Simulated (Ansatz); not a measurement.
# Sn: the cost of one run

Method: DFT PBEsol, scalar-relativistic, in Ansatz 0.2.0.

### 1 Starting point

The structure is cubic, space group Fd-3m (No. 227). The conventional cell has a = 6.491 Å, b = 6.491 Å, c = 6.491 Å, α = 90.00°, β = 90.00°, γ = 90.00°. Sn (site symmetry -43m) has 4 Sn at 2.81 Å as nearest neighbours.

As a file:

```cif
data_structure
_symmetry_space_group_name_H-M 'P 1'
_symmetry_Int_Tables_number 1
_cell_length_a 4.5900
_cell_length_b 4.5900
_cell_length_c 4.5900
_cell_angle_alpha 60.000
_cell_angle_beta 60.000
_cell_angle_gamma 60.000
_cell_volume 68.38
loop_
_atom_site_label
_atom_site_type_symbol
_atom_site_fract_x
_atom_site_fract_y
_atom_site_fract_z
_atom_site_occupancy
Sn1 Sn 0.50000 0.50000 0.50000 1
Sn2 Sn 0.75000 0.75000 0.75000 1
```

Atoms are numbered in the order of the input: Sn1, Sn2.

### 2 The deformed structure

Space group Fd-3m before, I4_1/amd after.

### 3 All-electron LAPW

The input, input.yaml:

```yaml
crystal:
  lattice:
    - [0.0, 3.278056, 3.2456]
    - [3.278056, 0.0, 3.2456]
    - [3.278056, 3.278056, 0.0]
  atoms:
    - { symbol: Sn, position: [0.5, 0.5, 0.5] }
    - { symbol: Sn, position: [0.75, 0.75, 0.75] }
kpoints:
  mp_grid: { grid: [11, 11, 11] }
  band_path:
    path:
      - [0.0, 0.0, 0.0]
      - [0.0, 0.5, 0.5]
      - [0.25, 0.75, 0.5]
      - [0.0, 0.5, 0.0]
      - [0.0, 0.0, 0.0]
      - [0.5, 0.5, 0.0]
      - [0.3775125, 0.6224875, 0.0]
      - [-0.3775125, 0.3775125, 0.0]
      - [0.0, 0.0, 0.0]
    npoints: 5
scf:
  occupations: { method: fermi_dirac, width: 0.05 }
hamiltonian:
  xc: pbesol
  pseudopotentials: { kind: all_electron, lapw: { basis_error: 0.001 } }
output:
  forces: true
  stress: true
  eigenvalues: true
```

Launch:

```console
$ ansatz run input.yaml --threads 1 --pin off --max-ram 3072MiB --backend cpu --events-out ev --progress --plain --runs-dir out
```

**Question.** How long does this run take on 1 thread of Intel Xeon Platinum 8488C (Sapphire Rapids), shared host, and how much memory does it need?

About 36 s, with a peak of 0.6 GiB.
